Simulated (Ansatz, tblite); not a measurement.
# C12H8S5: a ladder of methods and basis sets

How do method and basis change the picture of C12H8S5 (singlet)?

Computed with Ansatz 0.2.0, Gaussian basis. Level: as each input shows.

The runs, in order: GFN1-xTB, GFN2-xTB, PBE-D4/def2-TZVP, r2SCAN-D4/def2-TZVP, ωB97X-V/def2-TZVP, r2SCAN0-D4/def2-TZVP, ωB97M-V/def2-TZVP, PBE+5HF/def2-SVP, PBE+10HF/def2-SVP, PBE+15HF/def2-SVP, PBE+35HF/def2-SVP, PBE+50HF/def2-SVP, PBE-D4/def2-SVP, PBE0-D4/def2-SVP, HF/6-31G, B3LYP-D4/6-31G, CCSD(T)/def2-SVP, MP2/def2-TZVP, RPA/def2-TZVP.

### Step 1. The structure

The singlet was relaxed beforehand with PBE-D4/def2-SVP.

SMILES `Sc1ccc(-c2ccc(-c3ccc(S)s3)s2)s1`, 25 atoms, charge 0, spin multiplicity 1.

Bond lengths: S1–C2 1.764 Å, S1–H18 1.362 Å, C2–C3 1.389 Å, C2–S17 1.746 Å, C3–C4 1.421 Å, C3–H19 1.099 Å, C4–C5 1.392 Å, C4–H20 1.099 Å, C5–C6 1.442 Å, C5–S17 1.759 Å, C6–C7 1.395 Å, C6–S16 1.754 Å, C7–C8 1.416 Å, C7–H21 1.099 Å, C8–C9 1.396 Å, C8–H22 1.099 Å, C9–C10 1.442 Å, C9–S16 1.754 Å and more. Angles: C2–S1–H18 94.7°, S1–C2–C3 130.2°, S1–C2–S17 118.5°, C3–C2–S17 111.3°, C2–C3–C4 112.7°, C2–C3–H19 123.2°, C4–C3–H19 124.1°, C3–C4–C5 113.9°, C3–C4–H20 123.6°, C5–C4–H20 122.5°, C4–C5–C6 129.7°, C4–C5–S17 110.0°, C6–C5–S17 120.3°, C5–C6–C7 129.4°, C5–C6–S16 120.4°, C7–C6–S16 110.2°, C6–C7–C8 113.6°, C6–C7–H21 122.6° and more.

PBE0-D4/def2-TZVP was run before; its log isn't repeated, and its numbers join the tables.

### Step 2. GFN1-xTB

Tight binding, by tblite at 300 K electronic temperature and without a spin-polarisation term:

```python
tblite.interface.Calculator('GFN1-xTB', numbers, positions, charge=0, uhf=0).singlepoint()
```

Energy -1309.7820 eV, HOMO -10.06 eV, LUMO -8.20 eV; 0.044 s.

### Step 3. GFN2-xTB

Tight binding, by tblite at 300 K electronic temperature and without a spin-polarisation term:

```python
tblite.interface.Calculator('GFN2-xTB', numbers, positions, charge=0, uhf=0).singlepoint()
```

Energy -1250.7544 eV, HOMO -9.74 eV, LUMO -7.97 eV; 0.047 s.

### Step 4. PBE-D4/def2-TZVP

start.molden holds the orbitals of an earlier run on this state, given as this run's starting guess.

in.yaml

```yaml
crystal:
  periodic: [false, false, false]
  atoms:
    - {symbol: S, position_ang: [-6.333110, 1.085127, -2.398831]}
    - {symbol: C, position_ang: [-4.885055, 0.564996, -1.536982]}
    - {symbol: C, position_ang: [-4.741549, -0.325615, -0.480555]}
    - {symbol: C, position_ang: [-3.390008, -0.473763, -0.066915]}
    - {symbol: C, position_ang: [-2.488917, 0.297378, -0.796404]}
    - {symbol: C, position_ang: [-1.057086, 0.409221, -0.667557]}
    - {symbol: C, position_ang: [-0.158792, 1.183534, -1.403030]}
    - {symbol: C, position_ang: [1.186749, 1.036318, -0.988668]}
    - {symbol: C, position_ang: [1.349829, 0.145785, 0.073450]}
    - {symbol: C, position_ang: [2.555327, -0.253938, 0.755864]}
    - {symbol: C, position_ang: [2.726861, -1.141245, 1.816008]}
    - {symbol: C, position_ang: [4.077159, -1.289861, 2.233252]}
    - {symbol: C, position_ang: [4.956428, -0.510945, 1.492425]}
    - {symbol: S, position_ang: [6.702534, -0.429657, 1.715968]}
    - {symbol: S, position_ang: [4.112284, 0.406816, 0.272640]}
    - {symbol: S, position_ang: [-0.202624, -0.511393, 0.556330]}
    - {symbol: S, position_ang: [-3.343381, 1.224070, -2.023113]}
    - {symbol: H, position_ang: [-7.182649, 0.315590, -1.663874]}
    - {symbol: H, position_ang: [-5.587451, -0.854498, -0.020544]}
    - {symbol: H, position_ang: [-3.073505, -1.133580, 0.753315]}
    - {symbol: H, position_ang: [-0.478666, 1.840962, -2.223690]}
    - {symbol: H, position_ang: [2.031297, 1.566501, -1.450980]}
    - {symbol: H, position_ang: [1.884451, -1.673748, 2.279748]}
    - {symbol: H, position_ang: [4.400428, -1.946031, 3.052543]}
    - {symbol: H, position_ang: [6.939468, 0.467958, 0.719599]}
basis:
  gaussian: {orbitals: def2-TZVP, fitting: {mean_field: def2-universal-jkfit}, initial_orbitals: start.molden}
hamiltonian: {xc: pbe, dispersion: d4}
scf: {omitted_lower_state_checks: [starts]}
output: {forces: true, orbitals: {seedname: orbitals}}
```

Started as:

```console
$ ansatz run in.yaml --threads 2 --pin off --events-out ev --progress --plain --max-ram 32768MiB --backend cuda --devices 0, --max-vram 18GiB
```

Further steps of the session: r2SCAN-D4/def2-TZVP; ωB97X-V/def2-TZVP; r2SCAN0-D4/def2-TZVP; ωB97M-V/def2-TZVP; PBE+5HF/def2-SVP; PBE+10HF/def2-SVP; PBE+15HF/def2-SVP; PBE+35HF/def2-SVP; PBE+50HF/def2-SVP; PBE-D4/def2-SVP; PBE0-D4/def2-SVP; HF/6-31G; B3LYP-D4/6-31G; CCSD(T)/def2-SVP; MP2/def2-TZVP; RPA/def2-TZVP.

Before running them: what should the planned runs give, taken together? Wanted: gap in def2-TZVP, named functionals, smallest and largest; gap over the share of exact exchange; correlation energy, CCSD(T)/def2-SVP; correlation energy, MP2/def2-TZVP; binding an atom, CCSD(T)/def2-SVP; PBE0 total energy, smallest basis above largest.

As calculated:

| quantity | value |
| --- | --- |
| gap in def2-TZVP, named functionals, smallest and largest | 1.91 eV (PBE-D4), 6.94 eV (ωB97X-V) |
| gap over the share of exact exchange | 1.98 eV at 0, 4.85 eV at 0.5 |
| correlation energy, CCSD(T)/def2-SVP | -66.02 eV |
| correlation energy, MP2/def2-TZVP | -74.48 eV |
| binding an atom, CCSD(T)/def2-SVP | 4.561 eV |
| PBE0 total energy, smallest basis above largest | 32.02 eV (def2-SVP, def2-TZVP) |

What this shows: Over the named functionals in def2-TZVP the gap runs from 1.91 eV (PBE-D4) to 6.94 eV (ωB97X-V); exact exchange widens it. Raising the share of exact exchange from 0 to 0.5 moves the HOMO by -1.77 eV and the LUMO by +1.11 eV. A small miss in a minimal or small basis is a cancelling of errors, not accuracy. The functionals in def2-TZVP miss CCSD(T)/def2-SVP by +0.197 (r2SCAN0-D4) to +0.496 eV (PBE-D4) an atom. The yardstick is in a double-zeta basis, so levels in larger sets aren't compared like for like. The reference is CCSD(T) in one finite basis, so it carries an error of its own, often a tenth of an eV or more, and near misses can't be ranked.
